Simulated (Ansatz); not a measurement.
**SiH4 (SMILES [H][Si]([H])([H])[H]) at CCSDT(Q)/6-31G**

Aim: the electronic atomisation energy of SiH4 at CCSDT(Q)/6-31G, from 3 runs. 

The results are computed with Ansatz 0.2.0.

51 further runs of the same task are left out: 51 set aside as unsound or not needed.

## Step 1: The structure to begin with

SiH4: 5 atoms, total charge 0, spin state singlet. SMILES: `[H][Si]([H])([H])[H]`. The coordinates come from a GFN2-xTB relaxation.

Bond lengths: Si1–H2 1.461 Å, Si1–H3 1.461 Å, Si1–H4 1.461 Å, Si1–H5 1.461 Å. Angles: H2–Si1–H3 109.5°, H2–Si1–H4 109.5°, H2–Si1–H5 109.5°, H3–Si1–H4 109.5°, H3–Si1–H5 109.5°, H4–Si1–H5 109.5°.

## Step 2: The energy at CCSDT(Q)/6-31G

File in.yaml:

```yaml
crystal:
  periodic: [false, false, false]
  atoms:
    - {symbol: Si, position_ang: [0.000060, -0.000040, 0.000090]}
    - {symbol: H, position_ang: [0.011300, -0.019430, 1.460880]}
    - {symbol: H, position_ang: [1.373450, 0.011260, -0.497760]}
    - {symbol: H, position_ang: [-0.696580, 1.196700, -0.465720]}
    - {symbol: H, position_ang: [-0.688230, -1.188490, -0.497490]}
basis:
  gaussian:
    orbitals: 6-31G
accuracy: high
correlation:
  method: ccsdt_q
  frozen_orbitals: {H: 0, Si: 5}
scf:
  omitted_lower_state_checks: [cluster_reference, increment]
```

Run with:

```bash
$ ansatz run in.yaml --threads 1 --pin off --max-ram 2610MiB --events-out events.jsonl --progress --plain --runs-dir runs
```

Log, cut to the lines that bear on the results:

```text
Warning: RAYON_NUM_THREADS=1 ignored (pool sized by the plan → 1); use --threads N
Functional definition: HF
  name "HF"
[...]
483 factors; integrals over basis functions are off by at most 3.5e-9 eV
[...]
mean field -7923.20820370 eV, -291.1725309425 hartree, gradient 5.1e-9 eV, S^2 0.000000; 0 other end points of the search recorded, 0 dependent functions left out
5 core orbitals not correlated: weight in the atoms' cores, before any rotation towards them, 1.000 or more for the frozen orbitals, at most 0.000 for the correlated occupied ones
reference -7923.20820370 eV, -291.1725309425 hartree; 4, 4 occupied and 12, 12 virtual orbitals, 483 factors
second order -1.65268952 eV of doubles, -0.00000000 eV of singles
cycle   1  -2.07358877 eV  change   -4.2e-1 eV  update   5.2e-2
[...]
cycle  17  -2.30449395 eV  change  -3.0e-10 eV  update  1.9e-10
perturbative correction -0.00065994 eV, -0.0000242524 hartree
Total energy: -7925.51335759 eV, -291.2572437856 hartree
Checks for a lower state left out: cluster_reference, increment
```

It took 0.32 s on 1 thread of Intel Xeon Platinum 8488C (Sapphire Rapids), shared host.

## Step 3: The H atom: the energy at UHF/6-31G

File run.yaml:

```yaml
crystal:
  periodic: [false, false, false]
  atoms:
    - {symbol: H, position_ang: [0.000000, 0.000000, 0.000000]}
basis:
  gaussian: {orbitals: 6-31G}
accuracy: high
magnetization: {spin_polarized: true, initial_magnetization: 1}
hamiltonian: {xc: hf}
```

Run the same way, it converges to -0.49823 Eh (log not shown).

## Step 4: The Si atom, same level

File run.yaml:

```yaml
crystal:
  periodic: [false, false, false]
  atoms:
    - symbol: Si
      position_ang: [0.000000, 0.000000, 0.000000]
basis:
  gaussian:
    orbitals: 6-31G
accuracy: high
magnetization:
  spin_polarized: true
  initial_magnetization: 2
scf:
  omitted_lower_state_checks: [cluster_reference, increment]
correlation:
  method: ccsdt_q
  frozen_orbitals: {Si: 5}
```

Run with:

```bash
$ ansatz run run.yaml --threads 1 --pin off --max-ram 2610MiB --events-out events.jsonl --progress --plain --runs-dir runs
```

Log, cut to the lines that bear on the results:

```text
Warning: RAYON_NUM_THREADS=1 ignored (pool sized by the plan → 1); use --threads N
[... 2 set-up lines as earlier in the session ...]
[...]
79 factors; integrals over basis functions are off by at most 2.6e-9 eV
[...]
mean field -7859.42202402 eV, -288.8284320750 hartree, gradient 3.2e-8 eV, S^2 2.000003; 3 other end points of the search recorded, 0 dependent functions left out
5 core orbitals not correlated: weight in the atoms' cores, before any rotation towards them, 1.000 or more for the frozen orbitals, at most 0.000 for the correlated occupied ones
reference -7859.42202402 eV, -288.8284320750 hartree; 3, 1 occupied and 5, 7 virtual orbitals, 79 factors
second order -0.39623033 eV of doubles, -0.00000000 eV of singles
cycle   1  -0.54206599 eV  change   -1.5e-1 eV  update   4.1e-2
[...]
cycle  15  -0.64297394 eV  change   2.8e-10 eV  update  1.8e-10
perturbative correction -0.00000516 eV, -0.0000001898 hartree
Total energy: -7860.06500312 eV, -288.8520611212 hartree
Checks for a lower state left out: cluster_reference, increment
```

Run time: 0.62 s. Hardware: 1 thread of Intel Xeon Platinum 8488C (Sapphire Rapids), shared host.

## Step 5: Summary of results

At CCSDT(Q)/6-31G, 5 core orbitals frozen:

```
                                             quantity          value
                               molecule: total energy  -291.25724 Eh
molecule: correlation energy (5 core orbitals frozen)      -84.7 mEh
                              molecule: T1 diagnostic          0.008
                                 H atom: total energy    -0.49823 Eh
                                         H atom: ⟨S²⟩          0.750
                                Si atom: total energy  -288.85206 Eh
 Si atom: correlation energy (5 core orbitals frozen)      -23.6 mEh
           Si atom: ⟨S²⟩ of the reference determinant          2.000
                               Si atom: T1 diagnostic          0.005
                        electronic atomisation energy      11.218 eV
```

Taking the molecule apart into free atoms costs 11.22 eV (259 kcal/mol), before zero-point energy and without spin-orbit coupling. The basis has no polarisation functions, which makes bonds too weak.
